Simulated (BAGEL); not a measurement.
# CH6O2Si (SMILES C[SiH](O)O): B3LYP/cc-pVDZ (density fitting with qzvpp-jkfit)

What is the energy change on altering one bond length of CH6O2Si at B3LYP/cc-pVDZ (density fitting with qzvpp-jkfit)? 

The calculation is run with BAGEL 1.2.2.

2 further runs of the same task are left out: 1 that didn't finish, 1 set aside as unsound or not needed. Runs told in other sessions of the task aren't counted.

## (1) The system as given

CH6O2Si has 10 atoms, charge 0, and is taken as a singlet. As SMILES, `C[SiH](O)O`. The coordinates come from a PBE0-D4/def2-TZVP relaxation. This is one conformer, not always the lowest.

Bond lengths: C1–Si2 1.852 Å, Si2–O3 1.647 Å, Si2–O4 1.646 Å, C1–H5 1.093 Å, C1–H6 1.093 Å, C1–H7 1.092 Å, Si2–H8 1.484 Å, O3–H9 0.958 Å, O4–H10 0.958 Å. Some angles: C1–Si2–O3 105.2°, C1–Si2–O4 112.8°, O3–Si2–O4 112.2°, C1–Si2–H8 113.0°, O3–Si2–H8 110.8°, O4–Si2–H8 103.1°, Si2–C1–H5 111.0°, Si2–C1–H6 110.6°, Si2–C1–H7 110.8°, Si2–O3–H9 117.2°.

## (2) A single-point energy at B3LYP/cc-pVDZ (density fitting with qzvpp-jkfit)

dft.json reads:

```json
{ "bagel" : [

{
  "title" : "molecule",
  "basis" : "cc-pvdz.json",
  "df_basis" : "qzvpp-jkfit",
  "angstrom" : true,
  "geometry" : [
    { "atom" : "C", "xyz" : [      -1.293000,       0.347800,      -0.146400 ] },
    { "atom" : "Si", "xyz" : [       0.517500,       0.180000,       0.206800 ] },
    { "atom" : "O", "xyz" : [       0.650400,      -1.156000,       1.160800 ] },
    { "atom" : "O", "xyz" : [       1.425000,       0.058500,      -1.161600 ] },
    { "atom" : "H", "xyz" : [      -1.681100,      -0.549800,      -0.635600 ] },
    { "atom" : "H", "xyz" : [      -1.853400,       0.489100,       0.780800 ] },
    { "atom" : "H", "xyz" : [      -1.484400,       1.203800,      -0.797400 ] },
    { "atom" : "H", "xyz" : [       1.088600,       1.369900,       0.884700 ] },
    { "atom" : "H", "xyz" : [       1.521500,      -1.366900,       1.499800 ] },
    { "atom" : "H", "xyz" : [       1.192100,      -0.627600,      -1.788900 ] }
  ]
},

{
  "title" : "ks",
  "xc_func" : "b3lyp"
},

{
  "title" : "print",
  "file" : "orbitals.molden",
  "orbitals" : true
}

]}
```

The basis set cc-pVDZ is read from a file made from the Basis Set Exchange's data (not shown).

On the command line:

```console
BAGEL_NUM_THREADS=1 BAGEL dft.json > dft.out
```

Output:

```text
* using 1 threads per process

  ===============================================================
  ===============================================================

  *** Geometry ***

  { "atom" : "C", "xyz" : [     -2.443416,      0.657247,     -0.276656 ] },
  { "atom" : "Si", "xyz" : [      0.977933,      0.340151,      0.390795 ] },
  { "atom" : "O", "xyz" : [      1.229078,     -2.184523,      2.193594 ] },
  { "atom" : "O", "xyz" : [      2.692860,      0.110549,     -2.195106 ] },
  { "atom" : "H", "xyz" : [     -3.176819,     -1.038971,     -1.201110 ] },
  { "atom" : "H", "xyz" : [     -3.502418,      0.924265,      1.475498 ] },
  { "atom" : "H", "xyz" : [     -2.805109,      2.274852,     -1.506868 ] },
  { "atom" : "H", "xyz" : [      2.057156,      2.588736,      1.671841 ] },
  { "atom" : "H", "xyz" : [      2.875218,     -2.583067,      2.834211 ] },
  { "atom" : "H", "xyz" : [      2.252743,     -1.185992,     -3.380531 ] },

  Number of auxiliary basis functions:      465

  Since a DF basis is specified, we compute 2- and 3-index integrals:
    o Being stored without compression. Storage requirement is 0.030 GB

  Number of basis functions:       90
  Number of electrons      :       42

    * METHOD: MOLECULE                             0.19

  *** Kohn-Sham DFT ***

    * Removing 18724 points whose weight is below 1.00e-10
    * Grid points: 130336

  === Nuclear Repulsion ===
   183.9643717145

       - DIIS with orbital gradients will be used.

  === KS iteration (b3lyp / cc-pvdz.json) ===
      0       -451.18759594          0.09457970           0.37
      1       -392.43864331          0.14857386           0.35
      2       -441.87310834          0.13626009           0.35
      3       -469.02440048          0.07816604           0.35
      4       -478.46248154          0.05250782           0.36
      5       -481.30922252          0.02695458           0.35
      6       -481.69530687          0.01080747           0.36
      7       -481.73927395          0.00657400           0.35
      8       -481.75017611          0.00511952           0.35
      9       -481.76776171          0.00177012           0.35
     10       -481.76981719          0.00046082           0.35
     11       -481.76996309          0.00011236           0.35
     12       -481.76996917          0.00000975           0.35
     13       -481.76996920          0.00000437           0.35
     14       -481.76996921          0.00000332           0.35
     15       -481.76996921          0.00000013           0.35
     16       -481.76996921          0.00000013           0.35
     17       -481.76996921          0.00000002           0.35
     18       -481.76996921          0.00000001           0.35
     19       -481.76996921          0.00000000           0.35
    * SCF iteration converged.

    * Permanent dipole moment:
           (    0.032114,     0.352322,     0.175731) a.u.

    * METHOD: KS                                   7.81

    * METHOD: PRINT                                0.01

  ===============================================================
```

Run time: 8.4 s. Hardware: 1 thread of Arm Neoverse V2, shared host; peak memory 0.53 GiB.

## (3) The distorted shape, same level

input.json reads:

```json
{ "bagel" : [

{
  "title" : "molecule",
  "basis" : "cc-pvdz.json",
  "df_basis" : "qzvpp-jkfit",
  "angstrom" : "true",
  "geometry" : [
    { "atom" : "C", "xyz" : [   -1.208918,    0.326600,   -0.285516 ] },
    { "atom" : "Si", "xyz" : [    0.601582,    0.158800,    0.067684 ] },
    { "atom" : "O", "xyz" : [    0.734482,   -1.177200,    1.021684 ] },
    { "atom" : "O", "xyz" : [    1.509082,    0.037300,   -1.300716 ] },
    { "atom" : "H", "xyz" : [   -1.597018,   -0.571000,   -0.774716 ] },
    { "atom" : "H", "xyz" : [   -1.853400,    0.489100,    0.780800 ] },
    { "atom" : "H", "xyz" : [   -1.400318,    1.182600,   -0.936516 ] },
    { "atom" : "H", "xyz" : [    1.172682,    1.348700,    0.745584 ] },
    { "atom" : "H", "xyz" : [    1.605582,   -1.388100,    1.360684 ] },
    { "atom" : "H", "xyz" : [    1.276182,   -0.648800,   -1.928016 ] }
  ]
},
{ "title" : "ks", "xc_func" : "b3lyp" },
{ "title" : "print", "file" : "orbitals.molden", "orbitals" : "true" }

]}
```

The basis set cc-pVDZ is read from a file made from the Basis Set Exchange's data (not shown).

On the command line:

```console
BAGEL_NUM_THREADS=1 BAGEL input.json > input.out
```

Output:

```text
* using 1 threads per process

  ===============================================================
  ===============================================================

  *** Geometry ***

  { "atom" : "C", "xyz" : [     -2.284524,      0.617185,     -0.539547 ] },
  { "atom" : "Si", "xyz" : [      1.136825,      0.300089,      0.127904 ] },
  { "atom" : "O", "xyz" : [      1.387970,     -2.224586,      1.930703 ] },
  { "atom" : "O", "xyz" : [      2.851752,      0.070487,     -2.457997 ] },
  { "atom" : "H", "xyz" : [     -3.017927,     -1.079034,     -1.464001 ] },
  { "atom" : "H", "xyz" : [     -3.502418,      0.924265,      1.475498 ] },
  { "atom" : "H", "xyz" : [     -2.646218,      2.234790,     -1.769759 ] },
  { "atom" : "H", "xyz" : [      2.216048,      2.548674,      1.408950 ] },
  { "atom" : "H", "xyz" : [      3.034110,     -2.623129,      2.571320 ] },
  { "atom" : "H", "xyz" : [      2.411634,     -1.226054,     -3.643422 ] },

  Number of auxiliary basis functions:      465

  Since a DF basis is specified, we compute 2- and 3-index integrals:
    o Being stored without compression. Storage requirement is 0.030 GB

  Number of basis functions:       90
  Number of electrons      :       42

    * METHOD: MOLECULE                             0.19

  *** Kohn-Sham DFT ***

    * Removing 18505 points whose weight is below 1.00e-10
    * Grid points: 130555

  === Nuclear Repulsion ===
   183.3222821954

       - DIIS with orbital gradients will be used.

  === KS iteration (b3lyp / cc-pvdz.json) ===
      0       -451.33085928          0.09415050           0.37
      1       -393.29120463          0.14867486           0.35
      2       -442.16661442          0.13610729           0.35
      3       -469.32476523          0.07669797           0.35
      4       -478.18472224          0.05272812           0.35
      5       -481.23318420          0.02849034           0.35
      6       -481.67132143          0.01163108           0.35
      7       -481.73417491          0.00583354           0.35
      8       -481.74536763          0.00447829           0.35
      9       -481.75884757          0.00091673           0.35
     10       -481.75916554          0.00038699           0.35
     11       -481.75922064          0.00025472           0.35
     12       -481.75926627          0.00002555           0.35
     13       -481.75926664          0.00000608           0.35
     14       -481.75926665          0.00000547           0.35
     15       -481.75926667          0.00000040           0.35
     16       -481.75926667          0.00000011           0.35
     17       -481.75926667          0.00000003           0.35
     18       -481.75926667          0.00000001           0.35
     19       -481.75926667          0.00000000           0.35
    * SCF iteration converged.

    * Permanent dipole moment:
           (    0.007164,     0.357995,     0.207449) a.u.

    * METHOD: KS                                   7.76

    * METHOD: PRINT                                0.01

  ===============================================================
```

It took 8.4 s on 1 thread of Arm Neoverse V2, shared host; peak memory 0.53 GiB.

## (4) Results

At B3LYP/cc-pVDZ (density fitting with qzvpp-jkfit):

| quantity | value |
| --- | --- |
| first shape: total energy | -481.76997 Eh |
| first shape: dipole moment | 1.00 D |
| first shape: HOMO energy | -8.03 eV |
| first shape: LUMO energy | 1.11 eV |
| first shape: HOMO–LUMO gap | 9.14 eV |
| distorted shape: total energy | -481.75927 Eh |
| distorted shape: dipole moment | 1.05 D |
| distorted shape: HOMO energy | -8.04 eV |
| distorted shape: LUMO energy | 0.98 eV |
| distorted shape: HOMO–LUMO gap | 9.02 eV |
| energy change with the C1–H6 bond stretched from 1.093 to 1.257 Å | 0.291 eV |

With the C1–H6 bond stretched from 1.093 to 1.257 Å the energy rises by 0.29 eV (6.7 kcal/mol). The first shape isn't relaxed at this level, so the change isn't measured from a minimum.
